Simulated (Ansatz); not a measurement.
# One shape, several levels: AgF (SMILES [F][Ag])

Aim: a comparison of 3 runs (HSE06/STO-3G, PBE0/STO-3G, SVWN5/STO-3G) of AgF. 

The calculation is run with Ansatz 0.2.0.

71 further runs of the same task are left out: 35 that didn't finish, 36 set aside as unsound or not needed.

## (1) The system as given

AgF: 2 atoms, total charge 0, spin state singlet. SMILES: `[F][Ag]`. The Ag2–F1 distance was set to 4.966 Å, away from the relaxed value.

## (2) The energy at HSE06/STO-3G (run 1)

Contents of in.yaml:

```yaml
crystal:
  periodic: [false, false, false]
  atoms:
    - symbol: F
      position_ang: [3.395722, -1.246890, 1.696236]
    - symbol: Ag
      position_ang: [-0.830500, 0.274100, -0.421500]
basis:
  gaussian:
    orbitals: STO-3G
accuracy: high
hamiltonian:
  xc: hse06
```

The run is started by

```console
$ ansatz run in.yaml --threads 1 --pin off --max-ram 2610MiB --events-out events.jsonl --progress --plain --runs-dir runs
```

Log:

```text
Warning: RAYON_NUM_THREADS=1 ignored (pool sized by the plan → 1); use --threads N
Functional definition: HSE06
  name "HSE06"
  parameter a = 0.25
  parameter omega = 0.11/bohr
  exchange = pbe_x - a*pbe_x_sr(omega) + a*exact_x_sr(omega)
  correlation = pbe_c
536 factors; integrals over basis functions are off by at most 8.4e-9 eV
45 factors; integrals over basis functions are off by at most 7.8e-10 eV
mean field evaluation 1: about -142742.0297 eV, gradient 1.3e1 eV
mean field evaluation 2: about -142401.6146 eV, gradient 1.6e1 eV
mean field evaluation 4: about -142740.8451 eV, gradient 1.7e1 eV
mean field evaluation 8: about -142756.6365 eV, gradient 3.7e0 eV
mean field evaluation 16: about -142757.0012 eV, gradient 6.6e-2 eV
mean field evaluation 32: about -142753.3485 eV, gradient 2.8e1 eV
mean field evaluation 64: about -142756.9884 eV, gradient 2.9e-2 eV
mean field evaluation 96: about -142757.0013 eV, gradient 3.2e-8 eV
mean field -142757.00132247 eV, -5246.2230344297 hartree, gradient 3.2e-8 eV, S^2 0.000000; 3 other end points of the search recorded, 0 dependent functions left out
reference -142757.00132414 eV, -5246.2230344913 hartree; 28, 28 occupied and 4, 4 virtual orbitals, 536 factors
Total energy: -142757.00132414 eV, -5246.2230344913 hartree
```

Wall time 15 s (1 thread of Arm Neoverse V1, shared host); peak memory 0.12 GiB.

## (3) The energy at PBE0/STO-3G (run 2)

Contents of job.yaml:

```yaml
crystal:
  periodic: [false, false, false]
  atoms:
    - symbol: F
      position_ang: [3.395722, -1.246890, 1.696236]
    - symbol: Ag
      position_ang: [-0.830500, 0.274100, -0.421500]
basis:
  gaussian:
    orbitals: STO-3G
hamiltonian:
  xc: {name: PBE0}
accuracy: high
```

The run is started by

```console
$ ansatz run job.yaml --threads 1 --pin off --max-ram 2610MiB --events-out events.jsonl --progress --plain --runs-dir runs
```

Log, cut to the lines that bear on the results:

```text
Warning: RAYON_NUM_THREADS=1 ignored (pool sized by the plan → 1); use --threads N
Functional definition: PBE0
  name "PBE0"
[...]
536 factors; integrals over basis functions are off by at most 8.4e-9 eV
[...]
mean field -142756.53816243 eV, -5246.2060136125 hartree, gradient 8.5e-9 eV, S^2 0.000000; 4 other end points of the search recorded, 0 dependent functions left out
reference -142756.53816369 eV, -5246.2060136586 hartree; 28, 28 occupied and 4, 4 virtual orbitals, 536 factors
Total energy: -142756.53816369 eV, -5246.2060136586 hartree
```

Wall time 34 s (1 thread of Arm Neoverse V1, shared host); peak memory 0.12 GiB.

## (4) The energy at SVWN5/STO-3G (run 3)

Contents of input.yaml:

```yaml
crystal:
  periodic: [false, false, false]
  atoms:
    - {symbol: F, position_ang: [3.395722, -1.246890, 1.696236]}
    - {symbol: Ag, position_ang: [-0.830500, 0.274100, -0.421500]}
basis:
  gaussian: {orbitals: STO-3G}
hamiltonian: {xc: {name: SVWN5}}
accuracy: high
```

The run is started by

```console
$ ansatz run input.yaml --threads 1 --pin off --max-ram 2610MiB --events-out events.jsonl --progress --plain --runs-dir runs
```

Log, cut to the lines that bear on the results:

```text
Warning: RAYON_NUM_THREADS=1 ignored (pool sized by the plan → 1); use --threads N
Functional definition: SVWN5
  name "SVWN5"
[...]
536 factors; integrals over basis functions are off by at most 8.4e-9 eV
[...]
mean field -142604.57233783 eV, -5240.6213725643 hartree, gradient 3.5e-8 eV, S^2 0.000000; 9 other end points of the search recorded, 0 dependent functions left out
reference -142604.57233945 eV, -5240.6213726241 hartree; 28, 28 occupied and 4, 4 virtual orbitals, 536 factors
Total energy: -142604.57233945 eV, -5240.6213726241 hartree
```

It took 15 s on 1 thread of Arm Neoverse V1, shared host; peak memory 0.1 GiB.

## (5) All runs side by side

```
run         level   energy (Eh)  wall time
  1  HSE06/STO-3G  -5246.223034       15 s
  2   PBE0/STO-3G  -5246.206014       34 s
  3  SVWN5/STO-3G  -5240.621373       15 s
```

## (6) Results

| quantity | value |
| --- | --- |
| run 3: total energy | -5240.62137 Eh |

Totals of different functionals can't be ranked against each other. In runs 1, 2, 3 the basis is minimal, so the values are rough. In runs 1, 2, 3 a closed-shell determinant meets a far-stretched bond, which it describes badly. In runs 1, 2, 3 relativity is left out where basis or elements ask for it. All runs together took 65 s, the longest 34 s.
